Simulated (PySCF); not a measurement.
# CaI (SMILES [Ca][I]): UB2PLYP/STO-3G

What is the energy change on altering one bond length of CaI at UB2PLYP/STO-3G? The job is set up through a Python script.

The calculation is run with PySCF 2.14.0.

6 further runs of the same task are left out: 6 set aside as unsound or not needed.

### 1 The system as given

The species is CaI (2 atoms), meant as a doublet with charge 0. SMILES: `[Ca][I]`. The shape is that of a PBE0-D4/def2-TZVP optimisation.

Bond lengths: Ca1–I2 2.825 Å.

### 2 The energy at UB2PLYP/STO-3G

Input file run.py:

```python
from pyscf import gto, dft, mp

mol = gto.Mole()
mol.atom = 'Ca -0.000000 -0.000000 0.051180; I 0.000000 0.000000 2.876020'
mol.max_memory = 1860
mol.charge = 0
mol.basis = 'sto-3g'
mol.spin = 1
mol.verbose = 3
mol.build()

mf = dft.UKS(mol, xc='0.53*HF + 0.47*B88, 0.73*LYP')
mf.conv_tol = 1e-10
mf.grids.level = 5
mf.kernel()
if not mf.converged:
    mf = mf.newton().run(mf.mo_coeff, mf.mo_occ)

pt = mp.MP2(mf, frozen=23).run()
e_final = mf.e_tot + 0.27 * pt.e_corr
print('PT2 part  %.8f' % (0.27 * pt.e_corr))
print(f'total energy: {e_final:.8f} hartree')
```

Run with:

```console
$ OMP_NUM_THREADS=1 python run.py
```

Output:

```text
WARN: HOMO -0.242512734256132 >= LUMO -0.242512734256139

converged SCF energy = -7522.91360523613  <S^2> = 0.75217412  2S+1 = 2.0021729
E(UMP2) = -7522.93163989708  E_corr = -0.0180346609501938
E(SCS-UMP2) = -7522.93167942745  E_corr = -0.0180741913209986
PT2 part  -0.00486936
total energy: -7522.91847459 hartree
```

It took 3.6 s on 1 thread of Intel Xeon 6975P-C (Granite Rapids), shared host; peak memory 0.25 GiB.

### 3 The distorted shape, same level

Input file run.py:

```python
from pyscf import gto, dft, mp

mol = gto.M(
    atom=[
    ('Ca', (-0.000000, -0.000000, -5.033580)),
    ('I', (0.000000, 0.000000, 2.876020)),
],
    spin=1,
    verbose=3,
    basis='sto-3g',
    max_memory=1860,
)

mf = dft.UKS(mol)
mf.xc = '0.53*HF + 0.47*B88, 0.73*LYP'
mf.conv_tol = 1e-10
mf.grids.level = 5
mf.kernel()
if not mf.converged:
    mf = mf.newton().run(mf.mo_coeff, mf.mo_occ)

pt = mp.MP2(mf, frozen=23).run()
e_final = mf.e_tot + 0.27 * pt.e_corr
print('PT2 part  %.8f' % (0.27 * pt.e_corr))
print('E = %.10f Eh' % e_final)
```

Run with:

```console
$ OMP_NUM_THREADS=1 python run.py
```

Output:

```text
WARN: HOMO -0.218976748085787 >= LUMO -0.218976748085781

WARN: HOMO -0.0596858789806807 >= LUMO -0.0596858792543355

converged SCF energy = -7522.83864955698  <S^2> = 0.75  2S+1 = 2
E(UMP2) = -7522.86533545603  E_corr = -0.0266858990475043
E(SCS-UMP2) = -7522.86951649741  E_corr = -0.030866940430616
PT2 part  -0.00720519
E = -7522.8458547497 Eh
```

It took 2.5 s on 1 thread of Intel Xeon 6975P-C (Granite Rapids), shared host; peak memory 0.24 GiB.

### 4 Results

At UB2PLYP/STO-3G, 23 core orbitals frozen:

```
                                                                 quantity           value
                                                first shape: total energy  -7522.91847 Eh
                                    first shape: dipole moment (SCF part)          4.18 D
    first shape: HOMO energy (SCF part's orbitals) (highest over α and β)        -3.65 eV
     first shape: LUMO energy (SCF part's orbitals) (lowest over α and β)         0.53 eV
                                                        first shape: ⟨S²⟩           0.752
                                            distorted shape: total energy  -7522.84585 Eh
                                distorted shape: dipole moment (SCF part)          0.01 D
distorted shape: HOMO energy (SCF part's orbitals) (highest over α and β)        -3.37 eV
 distorted shape: LUMO energy (SCF part's orbitals) (lowest over α and β)        -1.07 eV
                                                    distorted shape: ⟨S²⟩           0.750
       energy change with the Ca1–I2 bond stretched from 2.825 to 7.910 Å        1.976 eV
```

In words: With the Ca1–I2 bond stretched from 2.825 to 7.910 Å the energy rises by 1.98 eV (46 kcal/mol). The first shape isn't relaxed at this level, so the change isn't measured from a minimum. The minimal basis adds a large error of its own. Relativity is left out (first shape) although the molecule holds a heavy atom. Relativity is left out (distorted shape) although the molecule holds a heavy atom.
